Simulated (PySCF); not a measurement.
**NaCd−: from the state search to spectroscopic constants**

One job finds the state of NaCd−, follows it along the bond with each method and fits the curves.

Computed with PySCF 2.14.0. Level: Na def2-SVPD, Cd def2-SVPD with ECP28, scalar-relativistic core potentials.

4 further runs of the same task are left out: 4 set aside as unsound or not needed.

## Step 1: Set-up

Settings of the job:

```yaml
atoms: Na, Cd
charge: -1
basis: Na def2-SVPD, Cd def2-SVPD with ECP28
Hamiltonian: scalar-relativistic core potentials
basis_functions: 52
electrons_treated: 32
masses_in_u: 22.9898, 113.9034
levels: PBE0, PBE, r²SCAN, B97-3, B3LYP, TPSSh, LC-ωPBE, MP2, SCS-MP2, CCSD, CCSD(T)
grid: 80 radial by 434 angular points
occupations: held fixed by the projection of orbital angular momentum
dissociation_limit: Na− + Cd, each in its ground configuration
starting_distance_in_angstrom: 3.075
values_of_2S_to_try: 0, 2
```

Run with:

```console
$ OMP_NUM_THREADS=1 python dia.py task.json out
```

Further steps of the session: The PBE0 curve of the state that the search chose; PBE (GGA); r²SCAN (meta-GGA); B97-3 (global hybrid GGA); B3LYP (global hybrid GGA); TPSSh (hybrid meta-GGA); LC-ωPBE; MP2 and coupled cluster.

Q: Predict the outcome of this session. Wanted: for each run, Re; ωe; De; μ.

The runs gave:

Lowest PBE0 solution found, without spin–orbit coupling: ¹Σ⁺ (singlet), closed shell.

| level | Re (Å) | ωe (cm⁻¹) | De (eV) | μ (D) |
| --- | --- | --- | --- | --- |
| RHF-MP2 | 3.807 | 52.0 | 0.177 | n/a |
| RHF-SCS-MP2 | 3.982 | 42.6 | 0.137 | n/a |
| RHF-CCSD | 4.083 | 35.9 | 0.103 | n/a |
| RHF-CCSD(T) | 3.860 | 47.5 | 0.141 | n/a |
| PBE | 3.735 | 58.5 | 0.312 | 11.58 |
| r²SCAN | 3.672 | 62.5 | 0.302 | 11.24 |
| TPSSh | 3.859 | 50.8 | 0.228 | 12.44 |
| B3LYP | 3.786 | 54.3 | 0.244 | 11.52 |
| PBE0 | 3.821 | 55.1 | 0.262 | 11.96 |
| B97-3 | 3.945 | 50.9 | 0.232 | 12.31 |
| LC-ωPBE | 4.113 | 42.2 | 0.143 | 13.66 |

De is counted to Na− + Cd in their ground configurations. A positive dipole points from Na to Cd; in an ion it is taken about the centre of mass and does not tell which atom is negative.

In words: Bond lengths run from 3.672 Å (r²SCAN) to 4.113 Å (LC-ωPBE). CCSD(T) can't serve as the judge here: for a weak bond in this basis it is far from its limit. Of the levels with a De here, RHF-CCSD gives the least (0.103 eV) and PBE the most (0.312 eV).

Correlated steps freeze 1 core orbital. The bond is weak, and basis-set superposition, which was not computed, may be a sizeable part of it. With some functionals the highest level of the anion is positive, from self-interaction error or because the anion is truly unbound there; the finite basis then holds the extra electron, and no neutral molecule was run to test the binding. Spin–orbit coupling is left out.
